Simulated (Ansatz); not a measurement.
# Pd (fcc type): how the settings move a single-point run

Aim: see which settings change the result for Pd (fcc type), by how much, and at what cost.

Computed with Ansatz 0.2.0 (reference: DFT, PBEsol, PAW with Ansatz's default frozen-core files, scalar-relativistic, unless a step's input says otherwise).

### Step 1. The structure to begin with

The structure is cubic, space group Fm-3m (No. 225). Conventional cell: a = 3.599 Å, b = 3.599 Å, c = 3.599 Å, α = 90.00°, β = 90.00°, γ = 90.00°. Around Pd (site symmetry m-3m) lie 12 Pd at 2.54 Å.

Structure file:

```cif
data_structure
_symmetry_space_group_name_H-M 'Fm-3m'
_symmetry_Int_Tables_number 225
_cell_length_a 3.5986
_cell_length_b 3.5986
_cell_length_c 3.5986
_cell_angle_alpha 90.000
_cell_angle_beta 90.000
_cell_angle_gamma 90.000
_cell_volume 46.60
loop_
_atom_site_label
_atom_site_type_symbol
_atom_site_symmetry_multiplicity
_atom_site_Wyckoff_symbol
_atom_site_fract_x
_atom_site_fract_y
_atom_site_fract_z
_atom_site_occupancy
Pd1 Pd 4 a 0.00000 0.00000 0.00000 1
```

### Step 2. The reference run

Input file input.yaml:

```yaml
crystal:
  lattice:
    - [0.0, 1.7992834, 1.7992834]
    - [1.7992834, 0.0, 1.7992834]
    - [1.7992834, 1.7992834, 0.0]
  atoms:
    - { symbol: Pd, position: [0.0, 0.0, 0.0] }
kpoints:
  mp_grid: { grid: [19, 19, 19] }
scf:
  occupations: { method: fermi_dirac, width: 0.05 }
hamiltonian:
  xc: pbesol
  pseudopotentials: { kind: paw }
output:
  forces: true
  stress: true
  eigenvalues: true
  populations: true
```

On the command line:

```bash
ansatz run input.yaml --threads 1 --pin off --max-ram 2048MiB --backend cpu --events-out ev --progress --plain --runs-dir out
```

### Step 3. Changed: xc_grid 4

input.yaml: that of step 2 with these lines changed.

```diff
@@ -19 +19,7 @@
   populations: true
+  write_density: true
+  write_potential: true
+  elf: true
+  volumetric_format: npy
+basis:
+  xc_grid: 4
```

**Question.** What will these runs give? Wanted: for each run, ending; energy change; pressure; gap; force.

The runs gave:

```csv
run,ending,energy change,pressure (GPa),gap (eV),force (eV/Å),cycles,time
reference,converged,0,82.5,0.00,0.00,6,2 s
1: xc_grid 4,converged,0.0 meV/atom,82.5,0.00,0.00,6,2.1 s
```

Times don't compare one to one where runs were asked for different outputs or read a saved state (see the inputs); cycles may leave out searches for a lower state.

Residual by cycle in the longest SCF loop of each run; runs are numbered as in the table. The quantity is the density residual dr2, in eV.

```csv
cycle,reference,run 1
1,0.00765,0.00765
2,9.4e-4,9.4e-4
3,3.3e-5,3.3e-5
4,1.0e-7,1.0e-7
5,8.6e-9,8.6e-9
6,3.1e-11,3.2e-11
```

**Reading.** Changing the numerical grids hardly moves the energy: 0.0 meV/atom. The structure is not at rest: the sound run finds 82 GPa, so these are no properties of the relaxed crystal. 
